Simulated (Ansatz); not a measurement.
Working through a single point in a Gaussian basis of BrH2In, SMILES [Br][InH2]

With Ansatz's Python interface.

The script reads `brh2in.xyz`:
```text
4

Br   -2.02090    0.73720   -1.23520
In    0.05750   -0.06930   -0.01600
H     0.76770   -1.69080    0.14060
H     1.25130    0.96260    1.09030
```

The cells in order, each with its output:

**Cell 1**
```python
from dataclasses import dataclass
import warnings

import ansatz
import numpy as np
```

**Cell 2**
```python
@dataclass(frozen=True)
class Options:
    basis_set: str = 'def2-SVP'
    functional: str = 'PBE0'


opts = Options()
```

**Cell 3**
```python
warnings.simplefilter('ignore', ansatz.DeckWarning)
```

**Cell 4**
```python
system = ansatz.Crystal.molecule_from_extxyz('brh2in.xyz')
```

**Cell 5**
```python
model = system.calculation()
model = model.basis(gaussian=opts.basis_set)
model = model.functional(opts.functional)
model = model.forces()
done = model.run(threads=1, pin='off')
report = done.report
```

**Cell 6**
```python
report['free_energy_ev']
```
Output:
```text
-75236.29414293404
```

**Cell 7**
```python
{key: value for key, value in report.items() if isinstance(value, (int, float)) and 'ev' in key}
```
Output:
```text
{'free_energy_ev': -75236.29414293404, 'reference_energy_ev': -75236.29414293404}
```

**Cell 8**
```python
report['mean_field']['state']['spin_squared']
```
Output:
```text
1.7408297026122455e-13
```

**Cell 9**
```python
print(f'E = {report["free_energy_ev"]:.6f} eV = {report["free_energy_ev"] / 27.211386246:.7f} Ha')
print('converged:', report['converged'], ' doubts:', report['published_state_doubts'] or 'none')
```
Output:
```text
E = -75236.294143 eV = -2764.8828128 Ha
converged: True  doubts: none
```

**Cell 10**
```python
field = report['mean_field']
print('<S^2> =', round(abs(field['state']['spin_squared']), 4), ' relativity:', field['relativity'])
print('passes:', field['passes'])
if 'symmetry' in field:
    print('occupied orbitals by irrep:', field['symmetry']['occupied'])

symbols = [site.symbol for site in system.cartesian_sites]
print('forces (eV/A)')
for symbol, f in zip(symbols, report['forces_ev_ang']):
    print(f'  {symbol:2s} {f[0]:9.4f} {f[1]:9.4f} {f[2]:9.4f}')
```
Output:
```text
<S^2> = 0.0  relativity: none
passes: {'evaluations': 13, 'products': 11}
occupied orbitals by irrep: [{'A': 29}, {'A': 29}]
forces (eV/A)
  Br    0.6212   -0.2460    0.3406
  In    1.1991    0.3992    1.0777
  H    -0.6087    0.1875   -0.4301
  H    -1.2116   -0.3407   -0.9882
```

**Cell 11**
```python
charges = report['charge_distribution']
dipole = np.array(charges['dipole_moment_e_ang']) * 4.803205
print('dipole (D): {:.3f} {:.3f} {:.3f}, length {:.3f}'.format(*dipole, np.linalg.norm(dipole)))
print('atom  Mulliken   Lowdin')
for symbol, m, l in zip(symbols, charges['mulliken_charges_e'], charges['lowdin_charges_e']):
    print(f'{symbol:4s} {m:9.3f} {l:8.3f}')
```
Output:
```text
dipole (D): 0.909 -0.696 0.334, length 1.192
atom  Mulliken   Lowdin
Br      -0.282    0.049
In       0.483    0.112
H       -0.088   -0.079
H       -0.112   -0.083
```

Total energies depend on the basis set; only differences at equal settings carry meaning. The geometry is a force-field or estimated start, not a minimum of this method, and the basis set is short of its limit. def2 sets replace the cores of elements past krypton by effective core potentials. The Löwdin charges here are taken after orthogonalising the functions within each atom; they differ from plain Löwdin charges, and their signs can be unphysical. Run time: 2.3 s on 1 thread of Arm Neoverse V2, on a shared host, peak memory 0.2 GiB.

(Lines on the test bed's own set-up are left out of the output.)
